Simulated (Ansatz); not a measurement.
**Si3Ge3N8: the band gap up the ladder of functionals**

An exercise on one series of results from a longer session: the logs are not shown, and one member is left open.

The runs shown are made with Ansatz 0.2.0. PAW datasets, plane waves. The calculation is spin-unpolarised, and the structure need not be a phase that has been made.

### The structure to begin with

The cell was relaxed beforehand with r2SCAN.

The symmetry is P-6 (No. 174, hexagonal); conventional cell a = 7.821 Å, c = 2.990 Å, 11.31 Å³ an atom. Around Si lie 4 N at 1.73–1.75 Å; around Ge lie 4 N at 1.82–1.85 Å; around N lie 3 Si at 1.73 Å; around N lie 3 Ge at 1.83 Å; around N lie 1 Si at 1.73 Å and 2 Ge at 1.82 Å.

Structure file:

```cif
data_structure
_symmetry_space_group_name_H-M 'P-6'
_symmetry_Int_Tables_number 174
_cell_length_a 7.8205
_cell_length_b 7.8205
_cell_length_c 2.9902
_cell_angle_alpha 90.000
_cell_angle_beta 90.000
_cell_angle_gamma 120.000
_cell_volume 158.38
loop_
_atom_site_label
_atom_site_type_symbol
_atom_site_symmetry_multiplicity
_atom_site_Wyckoff_symbol
_atom_site_fract_x
_atom_site_fract_y
_atom_site_fract_z
_atom_site_occupancy
Si1 Si 3 k 0.23742 0.82429 0.50000 1
Ge1 Ge 3 j 0.39909 0.22855 0.00000 1
N1 N 1 d 0.33333 0.66667 0.50000 1
N2 N 1 e 0.66667 0.33333 0.00000 1
N3 N 3 k 0.98235 0.68472 0.50000 1
N4 N 3 j 0.30455 0.95938 0.00000 1
```

Set-up of the first run:

Contents of input.yaml:

```yaml
crystal:
  lattice:
    - [7.8205151073, 0.0, 0.0]
    - [-3.9102575537, 6.7727647536, 0.0]
    - [0.0, 0.0, 2.9901689729]
  atoms:
    - { symbol: Si, position: [0.2374192009, 0.8242866312, 0.5] }
    - { symbol: Ge, position: [0.3990891632, 0.2285502117, 0.0] }
    - { symbol: Ge, position: [0.8294610485, 0.6009108368, 0.0] }
    - { symbol: Si, position: [0.1757133688, 0.4131325696, 0.5] }
    - { symbol: Si, position: [0.5868674304, 0.7625807991, 0.5] }
    - { symbol: Ge, position: [0.7714497883, 0.1705389515, 0.0] }
    - { symbol: "N", position: [0.3333333333, 0.6666666667, 0.5] }
    - { symbol: "N", position: [0.6666666667, 0.3333333333, 0.0] }
    - { symbol: "N", position: [0.9823508489, 0.6847233212, 0.5] }
    - { symbol: "N", position: [0.3045479022, 0.9593775485, 0.0] }
    - { symbol: "N", position: [0.6548296463, 0.6954520978, 0.0] }
    - { symbol: "N", position: [0.3152766788, 0.2976275277, 0.5] }
    - { symbol: "N", position: [0.0406224515, 0.3451703537, 0.0] }
    - { symbol: "N", position: [0.7023724723, 0.0176491511, 0.5] }
kpoints:
  mp_grid: { grid: [6, 6, 8] }
  band_path:
    path:
      - [[0.0, 0.0, 0.0], [0.5, -1.367718636029e-18, -2.538267760791e-19], [0.3333333333333, 0.3333333333333, -1.692178507187e-19], [0.0, 0.0, 0.0], [-2.402139164287e-36, 2.264293649352e-35, 0.5], [0.5, -9.33641512524e-19, 0.5], [0.3333333333333, 0.3333333333333, 0.5], [-2.402139164287e-36, 2.264293649352e-35, 0.5]]
      - [[0.5, -9.33641512524e-19, 0.5], [0.5, -1.367718636029e-18, -2.538267760791e-19]]
      - [[0.3333333333333, 0.3333333333333, 0.5], [0.3333333333333, 0.3333333333333, -1.692178507187e-19]]
    npoints: 10
hamiltonian:
  xc: pbe
scf:
  occupations: { method: fermi_dirac, width: 0.02 }
  n_extra_bands: 7
output:
  forces: true
  stress: true
  eigenvalues: true
```

Among the steps run: PBE band path; Single point with r2SCAN; HSE06 at the same geometry; PBE+SOC at the same geometry; PBE0 at the same geometry.

One of the session's tables, all rows but one given; the rest of the session is left out.

```
  level  gap (eV)
    PBE      3.27
 r2SCAN      3.79
  HSE06         ?
PBE+SOC      3.27
   PBE0      5.57
```

Q: Estimate the row for HSE06 from the others.

**Answer.** gap (eV): 4.82. In the column «gap (eV)» it lies between r2SCAN (3.79) and PBE0 (5.57).

Meshes: PBE 6×6×8, r2SCAN 6×6×8, HSE06 3×3×6, PBE+SOC 6×6×8, PBE0 3×3×6

In words: PBE gives the least gap, 3.27 eV, and PBE0 the largest, 5.57 eV. Against HSE06, PBE is short by 1.55 eV, at 68 % of it, and r2SCAN 79 %. PBE0 lies 0.74 eV above HSE06, which differs from it by screening the long-range exchange.

Limits of these values: Warnings in the runs' records: stress scf threshold loose, stress exchange threshold loose.
